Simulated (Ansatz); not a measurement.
# K: the cost of one run

Program: Ansatz 0.2.0. Level of theory: DFT LDA, frozen-core PAW, scalar-relativistic unless said. These are calculated values, not measurements.

The COD entry's cell or inner coordinates are ideal or old and differ from later refinements, so a difference from it is no clean test against experiment.

### Step 1. The structure to begin with

It takes space group Im-3m (No. 229, cubic). Conventional cell: a = 5.225 Å, b = 5.225 Å, c = 5.225 Å, α = 90.00°, β = 90.00°, γ = 90.00°.

As a file:

```
CELL_PARAMETERS angstrom
-2.61250 2.61250 2.61250
2.61250 -2.61250 2.61250
2.61250 2.61250 -2.61250
ATOMIC_POSITIONS crystal
K 0.00000 0.00000 0.00000
```

Cartesian axes are those of the input's lattice vectors. The structure goes back to a database entry.

### Step 2. Cell and atoms relaxed, PAW

The input, input.yaml:

```yaml
crystal:
  lattice:
    - [-2.6125, 2.6125, 2.6125]
    - [2.6125, -2.6125, 2.6125]
    - [2.6125, 2.6125, -2.6125]
  atoms:
    - { symbol: K, position: [0.0, 0.0, 0.0] }
kpoints:
  mp_grid: { grid: [16, 16, 16] }
scf:
  occupations: { method: fermi_dirac, width: 0.08 }
hamiltonian:
  xc: lda
  pseudopotentials: { kind: paw }
relax:
  f_tol: 0.002
  max_steps: 80
  cell: {}
output:
  forces: true
  stress: true
```

Run with:

```
$ ansatz run input.yaml --threads 1 --pin off --max-ram 3072MiB --backend cpu --events-out ev --progress --plain --runs-dir out
```

Q: Estimate wall time and peak memory on 1 thread of Arm Neoverse V1, shared host.

About 17 s, with a peak of 0.38 GiB.
